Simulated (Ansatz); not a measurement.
HfV2:

```xyz
6
Lattice="0.0000 3.7060 3.7060 3.7060 0.0000 3.7060 3.7060 3.7060 0.0000" Properties=species:S:1:pos:R:3 pbc="T T T"
Hf    5.5590    5.5590    5.5590
Hf    3.7060    3.7060    3.7060
V     2.7795    0.9265    2.7795
V     2.7795    2.7795    0.9265
V     0.9265    2.7795    2.7795
V     0.9265    0.9265    0.9265
```

```yaml
Program: Ansatz 0.2.0
Task: single point
Functional: PBEsol
Potentials_or_basis: Ansatz PAW
Cutoff: "420 eV (not typed: the program's choice for these potentials)"
k_mesh: 6 × 6 × 6
Occupations: fermi-dirac, width 0.05 eV
Spin: collinear spin, ferromagnetic start
Starting_moments: "[0.0, 0.0, 2.0, 2.0, 2.0, 2.0] μB"
```

On this cell: pressure -10.3 GPa; largest force zero by symmetry; net moment 1.32 μB per cell; band gap on the k mesh none (metal or under the smearing width).

The same run follows on a disturbed copy (atoms moved at random, drawn with an rms of 0.05 Å):

```
Hf V
1.0
     0.00000    3.70600    3.70600
     3.70600    0.00000    3.70600
     3.70600    3.70600    0.00000
Hf V
2 4
Direct
  0.74394 0.75596 0.74333
  0.49289 0.49678 0.49477
  0.12885 0.61405 0.13783
  0.11411 0.12932 0.63936
  0.61831 0.12636 0.12321
  0.12075 0.12990 0.11449
```

Problem. What changes?

Solution. The energy (extrapolated to zero smearing) moves by +3.2 meV/atom; pressure -10.1 GPa; largest force 0.322 eV/Å; net moment 0.00 μB per cell; band gap on the k mesh none (metal or under the smearing width).

Forces in eV/Å, atoms in the order of the input:
```
Hf  -0.021  0.144 -0.193
Hf   0.203  0.195  0.155
V   -0.016 -0.165 -0.095
V   -0.025 -0.180  0.122
V   -0.036 -0.111  0.003
V   -0.105  0.116  0.007
```

Stress tensor (GPa, compression positive):
```
-10.07  -0.12  -0.05
 -0.12  -9.97   0.01
 -0.05   0.01 -10.13
```

Caveats: the PAW data sets come from PBE, with cores solved anew for the run's functional, which leaves a small shift of forces and pressure; the starting moments weren't kept (some runs).
